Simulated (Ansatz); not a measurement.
# NiSe2: the cost of one run

Program: Ansatz 0.2.0. Level of theory: DFT LDA+U (U_eff = 5 eV on Ni d), plane waves, PAW. These are calculated values, not measurements.

**1. Starting point**

Symmetry: Fm-3m, No. 225, cubic system. Conventional cell: a = 5.896 Å, b = 5.896 Å, c = 5.896 Å, α = 90.00°, β = 90.00°, γ = 90.00°. Ni (site symmetry m-3m) has 8 Se at 2.55 Å in its first shell of neighbours. Around Se (site symmetry -43m) lie 4 Ni at 2.55 Å.

Structure file:

```
Ni Se
1.0
     0.00000    2.94802    2.94802
     2.94802    0.00000    2.94802
     2.94802    2.94802    0.00000
Ni Se
1 2
Direct
  0.00000 0.00000 0.00000
  0.25000 0.25000 0.25000
  0.75000 0.75000 0.75000
```

An earlier series on this cell reached its lowest free state from «ferromagnetic start, free, symmetry kept, no search», perhaps among other starts.

**2. Spin-orbit coupling, direction held**

input.yaml reads:

```yaml
crystal:
  lattice:
    - [0.0, 2.94801619, 2.94801619]
    - [2.94801619, 0.0, 2.94801619]
    - [2.94801619, 2.94801619, 0.0]
  atoms:
    - { symbol: Ni, position: [0.0, 0.0, 0.0], spin: 4.0, spin_axis: [0.57735, 0.57735, 0.57735] }
    - { symbol: Se, position: [0.25, 0.25, 0.25] }
    - { symbol: Se, position: [0.75, 0.75, 0.75] }
basis:
  ecutwfc: 420
  ecutrho_ratio: 4
kpoints:
  mp_grid: { grid: [6, 6, 6] }
hamiltonian:
  xc: lda
  hubbard:
    sites:
      - { site: 0, l: d, u_eff: 5.0, starting_ns: [{ occupation_matrix: s0 }] }
    occupation_matrices:
      s0:
        spinor_matrix:
          - [[0.76924, 0.0], [0.0, 0.0], [0.0, 0.0], [0.0, 0.0], [0.0, 0.0], [0.27424, -0.27424], [0.0, 0.0], [0.0, 0.0], [0.0, 0.0], [0.0, 0.0]]
          - [[0.0, 0.0], [0.76924, 0.0], [0.0, 0.0], [0.0, 0.0], [0.0, 0.0], [0.0, 0.0], [0.27424, -0.27424], [0.0, 0.0], [0.0, 0.0], [0.0, 0.0]]
          - [[0.0, 0.0], [0.0, 0.0], [0.76924, 0.0], [0.0, 0.0], [0.0, 0.0], [0.0, 0.0], [0.0, 0.0], [0.27424, -0.27424], [0.0, 0.0], [0.0, 0.0]]
          - [[0.0, 0.0], [0.0, 0.0], [0.0, 0.0], [0.97, 0.0], [0.0, 0.0], [0.0, 0.0], [0.0, 0.0], [0.0, 0.0], [0.0, 0.0], [0.0, 0.0]]
          - [[0.0, 0.0], [0.0, 0.0], [0.0, 0.0], [0.0, 0.0], [0.76924, 0.0], [0.0, 0.0], [0.0, 0.0], [0.0, 0.0], [0.0, 0.0], [0.27424, -0.27424]]
          - [[0.27424, 0.27424], [0.0, 0.0], [0.0, 0.0], [0.0, 0.0], [0.0, 0.0], [0.22076, 0.0], [0.0, 0.0], [0.0, 0.0], [0.0, 0.0], [0.0, 0.0]]
          - [[0.0, 0.0], [0.27424, 0.27424], [0.0, 0.0], [0.0, 0.0], [0.0, 0.0], [0.0, 0.0], [0.22076, 0.0], [0.0, 0.0], [0.0, 0.0], [0.0, 0.0]]
          - [[0.0, 0.0], [0.0, 0.0], [0.27424, 0.27424], [0.0, 0.0], [0.0, 0.0], [0.0, 0.0], [0.0, 0.0], [0.22076, 0.0], [0.0, 0.0], [0.0, 0.0]]
          - [[0.0, 0.0], [0.0, 0.0], [0.0, 0.0], [0.0, 0.0], [0.0, 0.0], [0.0, 0.0], [0.0, 0.0], [0.0, 0.0], [0.97, 0.0], [0.0, 0.0]]
          - [[0.0, 0.0], [0.0, 0.0], [0.0, 0.0], [0.0, 0.0], [0.27424, 0.27424], [0.0, 0.0], [0.0, 0.0], [0.0, 0.0], [0.0, 0.0], [0.22076, 0.0]]
    ns_hold: { iters: 8 }
scf:
  occupations: { method: gaussian, width: 0.05 }
  lower_state_search: "off"
  max_iter: 150
output:
  forces: true
  stress: true
  eigenvalues: true
  populations: true
  hubbard: { sites: [{ site: 0, l: d }] }
magnetization:
  noncollinear: true
  spin_orbit: true
  spin_locking: { lock_directions: true }
```

The typed matrices put 0.97 on the chosen orbitals and 0.02 on the others, and are held for 8 cycles. The lock stays on to the end, so the result is a constrained state unless its moments die out. This run includes spin–orbit coupling.

Started as:

```console
> ansatz run input.yaml --threads 2 --pin off --max-ram 3072MiB --backend cpu --events-out ev --progress --plain --runs-dir out
```

**Question.** How long does this run take on 2 threads of Intel Xeon Platinum 8488C (Sapphire Rapids), shared host, and how much memory does it need?

About 71 s, with a peak of 0.98 GiB.
